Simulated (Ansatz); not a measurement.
This script for the Ansatz DFT code, driven from Python starts 2 runs on LiMg₃, space group Fm-3m. What input does the engine get in each?

Script `limg3_fold.py`:
```python
import warnings

import ansatz as az
from pymatgen.core import Lattice, Structure
from pymatgen.io.ase import AseAtomsAdaptor
from tabulate import tabulate


def main() -> None:
    warnings.simplefilter("ignore", az.DeckWarning)

    pmg_structure = Structure(
        Lattice([[0.0, 3.483685, 3.483685], [3.483685, 0.0, 3.483685], [3.483685, 3.483685, 0.0]]),
        ["Li", "Mg", "Mg", "Mg"],
        [
            [0.5, 0.5, 0.5],
            [0.0, 0.0, 0.0],
            [0.25, 0.25, 0.25],
            [0.75, 0.75, 0.75],
        ],
    )
    structure = az.Crystal.from_ase(AseAtomsAdaptor.get_atoms(pmg_structure))

    mesh = (4, 4, 4)
    rows = []
    for repeats in [(1, 1, 1), (1, 1, 2)]:
        base = (
            structure.supercell(*repeats).calculation()
            .functional("LDA")
            .occupations("fermi_dirac")
            .scf(tolerance=1e-08)
            .kpoints(*(k // n for k, n in zip(mesh, repeats)))
        )
        data = base.run(threads=1, backend="cpu").report
        n = len(data["lattice"]["sites"])
        rows.append((repeats, n, data["free_energy_ev"] / n, data["fermi_energy_ev"], data["n_kpoints"], data["n_symmetry_ops"]))
    print(tabulate(rows, headers=["repeats", "atoms", "F/atom eV", "Fermi level eV", "k-points", "symmetry operations"], floatfmt=".4f", tablefmt="plain"))


if __name__ == "__main__":
    main()
```

Run 1:
```yaml
crystal:
  lattice:
    - [0.0, 3.483685, 3.483685]
    - [3.483685, 0.0, 3.483685]
    - [3.483685, 3.483685, 0.0]
  atoms:
    - { symbol: Li, position: [0.5, 0.5, 0.5] }
    - { symbol: Mg, position: [0.0, 0.0, 0.0] }
    - { symbol: Mg, position: [0.25, 0.25, 0.25] }
    - { symbol: Mg, position: [0.75, 0.75, 0.75] }
kpoints:
  mp_grid:
    grid: [4, 4, 4]
hamiltonian:
  xc: lda
scf:
  convergence:
    dr2_threshold: 1.0e-08
  occupations:
    method: fermi_dirac
```

Run 2, against run 1:
```diff
+  supercell: [1, 1, 2]
-    grid: [4, 4, 4]
+    grid: [4, 4, 2]
```

```console
$ python limg3_fold.py
repeats      atoms    F/atom eV    Fermi level eV    k-points    symmetry operations
(1, 1, 1)        4   -1476.6337            4.9546           8                     48
(1, 1, 2)        8   -1476.6337            4.9546           8                     24
```

Reading the output:
- Total energies depend on the potentials; only differences at equal settings carry meaning.
- For a metal this k-point mesh is coarse: on a finer one energies can move by several to tens of meV an atom and pressures by half a GPa or more, differences at one mesh by less.
- The structure comes from a database of computed cells and needn't be a stable or known phase.
- The count of operations in a supercell holds its pure translations too, and an uneven repeat can lower the point group.
- The whole script took 4.6 s on 1 thread of Arm Neoverse V1, on a shared host, peak memory 0.48 GiB.

(Lines on the test bed's own set-up are left out of the output.)
